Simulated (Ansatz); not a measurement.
# C₂H₅NSi: basis-set convergence

An exercise on one series of results from a longer session: the logs are not shown, and one member is left open.

Computed with Ansatz 0.2.0, Gaussian basis. Level: one geometry, several basis sets.

Plan: PBE0-D4/def2-SVP; ωB97M-V/def2-SVP; PBE0-D4/def2-QZVPP; ωB97M-V/def2-QZVPP; the functionals' def2-TZVPP values are taken from earlier runs.

## Structure used throughout

An earlier PBE0-D4 in a triple-zeta def2 set relaxation fixed the geometry.

SMILES `C#C[SiH2]N`, 9 atoms, charge 0, spin multiplicity 1.

Atoms are counted from 1 here; the program's logs count them from 0.

Bond lengths: C1–C2 1.207 Å, C1–H5 1.066 Å, C2–Si3 1.836 Å, Si3–N4 1.713 Å, Si3–H6 1.482 Å, Si3–H7 1.482 Å, N4–H8 1.008 Å, N4–H9 1.008 Å. Angles: C2–C1–H5 179.8°, C1–C2–Si3 179.3°, C2–Si3–N4 115.3°, C2–Si3–H6 106.9°, C2–Si3–H7 106.9°, N4–Si3–H6 108.1°, N4–Si3–H7 108.2°, H6–Si3–H7 111.5°, Si3–N4–H8 119.5°, Si3–N4–H9 119.5°, H8–N4–H9 110.7°.

Coordinates:

```mol
C2H5NSi
  3D, bonds by distance, orders not assigned

  9  8  0  0  0  0  0  0  0  0999 V2000
    0.0135    0.6087   -2.3441 C   0  0
    0.2086    0.4593   -1.1621 C   0  0
    0.4882    0.2177    0.6366 Si  0  0
   -0.5933   -0.8638    1.4073 N   0  0
   -0.1566    0.7425   -3.3879 H   0  0
    0.3464    1.5467    1.2769 H   0  0
    1.8624   -0.3153    0.7911 H   0  0
   -0.5276   -1.8512    1.2180 H   0  0
   -1.5532   -0.5911    1.5471 H   0  0
  1  2  8  0
  2  3  8  0
  3  4  8  0
  1  5  8  0
  3  6  8  0
  3  7  8  0
  4  8  8  0
  4  9  8  0
M  END
```

The first run:

File in.yaml:

```yaml
crystal:
  periodic: [false, false, false]
  atoms:
    - {symbol: C, position_ang: [0.013505, 0.608723, -2.344079]}
    - {symbol: C, position_ang: [0.208628, 0.459347, -1.162138]}
    - {symbol: Si, position_ang: [0.488179, 0.217714, 0.636599]}
    - {symbol: N, position_ang: [-0.593303, -0.863763, 1.407286]}
    - {symbol: H, position_ang: [-0.156622, 0.742451, -3.387934]}
    - {symbol: H, position_ang: [0.346428, 1.546736, 1.276921]}
    - {symbol: H, position_ang: [1.862389, -0.315283, 0.791099]}
    - {symbol: H, position_ang: [-0.527632, -1.851247, 1.217998]}
    - {symbol: H, position_ang: [-1.553172, -0.591078, 1.547147]}
basis:
  gaussian: {orbitals: def2-SVP}
hamiltonian: {xc: pbe0, dispersion: d4}
output: {orbitals: {seedname: orbitals}}
```

On the command line:

```sh
> ansatz run in.yaml --threads 2 --pin off --events-out ev --progress --plain --max-ram 4352MiB
```

Steps of the session up to this table: PBE0-D4 in def2-SVP; ωB97M-V in def2-SVP; PBE0-D4 in def2-QZVPP; ωB97M-V in def2-QZVPP.

One of the session's tables, all rows but one given; the rest of the session is left out.

| functional | basis | HOMO (eV) | LUMO (eV) |
| --- | --- | --- | --- |
| PBE0-D4 | def2-SVP | -7.46 | 0.11 |
| PBE0-D4 | def2-TZVPP | -7.68 | -0.24 |
| PBE0-D4 | def2-QZVPP | -7.71 | -0.34 |
| ωB97M-V | def2-SVP | ? | ? |
| ωB97M-V | def2-TZVPP | -10.04 | 1.57 |
| ωB97M-V | def2-QZVPP | -10.08 | 1.33 |

Estimate the missing values for ωB97M-V, def2-SVP.

As computed: HOMO (eV): -9.82; LUMO (eV): 2.14. In the column «HOMO (eV)» it lies between ωB97M-V, def2-TZVPP (-10.04) and PBE0-D4, def2-QZVPP (-7.71).
